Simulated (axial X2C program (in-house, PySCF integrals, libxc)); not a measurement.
# A two-component session on TaN: properties at the nuclei

Wanted for TaN: properties at the nuclei, at the two-component level.

The runs use an in-house X2C program for linear molecules on PySCF integrals; two-component X2C with atomic mean-field terms, Ta dyall-cv3z, N dyall-av3z.

All values are calculated.

**1. Set-up**

File task.json:

```json
{"zs": [73, 7], "q": 0, "bas": ["dyall-cv3z", "dyall-av3z"], "r0": 1.86, "levels": ["PBE0", "HF", "PBE50", "TPSSh", "BHandHLYP"], "nst": 3}
```

Keys: zs atomic numbers; q charge; bas basis sets; r0 starting distance in Å; levels methods (HF also brings MP2); nst determinants followed.

The run is started by

```
$ python soeom.py task.json out
```

Further steps of the session: Expectation values, lowest determinant; Expectation values, a higher determinant; Expectation values, a higher determinant.

Before running it: what results should come out? Wanted: lowest determinant; qzz Ta; qzz N; μ; higher determinant; Eeff magnitude; Ws magnitude Ta; A∥/gI Ta (for each run or level that gives them).

As calculated:

```
                                        quantity                                            value
                              lowest determinant                             Ω = 0 (closed shell)
                             qzz Ta (a.u.), PBE0                                           -10.13
                              qzz N (a.u.), PBE0                                            -0.69
                                     μ (D), PBE0                                            -3.56
                              higher determinant  Ω = 1 (excess of +ω over −ω: ω = -1/2, ω = 3/2)
Eeff magnitude (GV/cm), PBE0, higher determinant                                             36.7
 Ws magnitude Ta (kHz), PBE0, higher determinant                                             33.8
        A∥/gI Ta (MHz), PBE0, higher determinant                                            -4790
         qzz Ta (a.u.), PBE0, higher determinant                                            -4.89
                              higher determinant   Ω = 3 (excess of +ω over −ω: ω = 1/2, ω = 5/2)
Eeff magnitude (GV/cm), PBE0, higher determinant                                             35.6
 Ws magnitude Ta (kHz), PBE0, higher determinant                                             11.1
        A∥/gI Ta (MHz), PBE0, higher determinant                                             2240
         qzz Ta (a.u.), PBE0, higher determinant                                            -5.31
```

In words: The expectation values come from single determinants, which for open shells can mix terms of unlike spin or miss the lowest Ω, so a determinant need not be a state. Eeff is the effective electric field on the electron dipole moment in this Ω state and Ws the scalar–pseudoscalar constant (defined with the proton number Z and per Ω); A∥ is the parallel hyperfine constant, which follows by multiplying with the nuclear g factor gI = μI/(I μN); qzz is the electric field gradient, eQq0 = 234.96 MHz × Q/barn × qzz; μ is positive if N is the positive end. The operators were transformed with the bare-nucleus X2C matrices. A second determinant lies within 0.1 eV of the first, so their order is not settled at this level.
